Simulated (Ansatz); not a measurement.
# C₂H₄BCl: one species, many methods

One table from this session's results is given with a row withheld; the runs are named, their logs left out.

Method: functionals in def2-TZVPP, the program's frozen cores in correlated methods; program: Ansatz 0.2.0, Gaussian basis.

The runs, in order: LDA (SPW92), PBE-D4, revPBE-D4, BLYP-D4, r2SCAN-D4, B97M-V, PBE0-D4, B3LYP-D4, r2SCANh-D4, r2SCAN0-D4, HSE06-D4, BHLYP-D4, CAM-B3LYP-D4, LC-ωPBE, ωB97X-V, ωB97M-V, B2PLYP, PBE-QIDH; CCSD(T)/def2-SVP; CCSD(T)/def2-TZVPP; MP2/def2-QZVPP; extrapolation to the limit; RPA on PBE.

## The geometry

An earlier PBE0-D4 in a triple-zeta def2 set relaxation fixed the geometry.

SMILES `ClB1CC1`, 8 atoms, charge 0, spin multiplicity 1.

Atoms are counted from 1 here; the program's logs count them from 0.

Bond lengths: Cl1–B2 1.717 Å, B2–C3 1.513 Å, B2–C4 1.513 Å, C3–C4 1.562 Å, C3–H5 1.086 Å, C3–H6 1.086 Å, C4–H7 1.086 Å, C4–H8 1.086 Å. Angles: Cl1–B2–C3 148.9°, Cl1–B2–C4 148.9°, C3–B2–C4 62.1°, B2–C3–C4 58.9°, B2–C3–H5 120.4°, B2–C3–H6 120.4°, C4–C3–H5 117.0°, C4–C3–H6 117.0°, H5–C3–H6 112.7°, B2–C4–C3 58.9°, B2–C4–H7 120.4°, B2–C4–H8 120.4°, C3–C4–H7 117.0°, C3–C4–H8 117.0°, H7–C4–H8 112.7°.

Set-up of the first run:

File in.yaml:

```yaml
crystal:
  periodic: [false, false, false]
  atoms:
    - {symbol: Cl, position_ang: [-2.492963, 0.742748, -0.419685]}
    - {symbol: B, position_ang: [-0.868601, 0.256381, -0.151999]}
    - {symbol: C, position_ang: [0.564674, 0.635234, 0.151611]}
    - {symbol: C, position_ang: [0.151335, -0.856990, -0.051372]}
    - {symbol: H, position_ang: [1.189731, 1.082855, -0.616086]}
    - {symbol: H, position_ang: [0.853673, 0.935026, 1.155114]}
    - {symbol: H, position_ang: [0.515255, -1.352287, -0.947284]}
    - {symbol: H, position_ang: [0.179096, -1.500065, 0.823901]}
basis:
  gaussian: {orbitals: def2-TZVPP}
hamiltonian: {xc: lda}
output: {orbitals: {seedname: orbitals}}
```

Run with:

```console
> ansatz run in.yaml --threads 2 --pin off --events-out ev --progress --plain --max-ram 4352MiB
```

Steps of the session up to this table: LDA; PBE-D4 (GGA); revPBE-D4 (GGA); BLYP-D4 (GGA); r2SCAN-D4 (meta-GGA); B97M-V (meta-GGA); B3LYP-D4 (hybrid); r2SCANh-D4 (hybrid); r2SCAN0-D4 (hybrid); HSE06-D4 (hybrid); BHLYP-D4 (hybrid); CAM-B3LYP-D4 (range-separated); LC-ωPBE (range-separated); ωB97X-V (range-separated); ωB97M-V (range-separated); B2PLYP (double hybrid); PBE-QIDH (double hybrid).

One of the session's tables, all rows but one given; the rest of the session is left out.

It belongs to the step «Orbital energies across the functionals». 

| functional | HOMO (eV) | gap (eV) |
| --- | --- | --- |
| LDA (SPW92) | -6.10 | 3.71 |
| PBE-D4 | -5.97 | 3.83 |
| revPBE-D4 | ? | ? |
| BLYP-D4 | -5.86 | 3.90 |
| r2SCAN-D4 | -6.21 | 4.44 |
| B97M-V | -6.28 | 4.57 |
| PBE0-D4 | -7.27 | 6.13 |
| B3LYP-D4 | -7.07 | 5.73 |
| r2SCANh-D4 | -6.69 | 5.27 |
| r2SCAN0-D4 | -7.42 | 6.51 |
| HSE06-D4 | -6.87 | 5.34 |
| BHLYP-D4 | -8.49 | 8.49 |
| CAM-B3LYP-D4 | -8.67 | 8.71 |
| LC-ωPBE | -10.04 | 11.24 |
| ωB97X-V | -9.65 | 10.79 |
| ωB97M-V | -9.52 | 10.47 |

Q: Estimate the row for revPBE-D4 from the others.

As computed: HOMO (eV): -5.92; gap (eV): 3.89. In the column «HOMO (eV)» it lies between PBE-D4 (-5.97) and BLYP-D4 (-5.86).
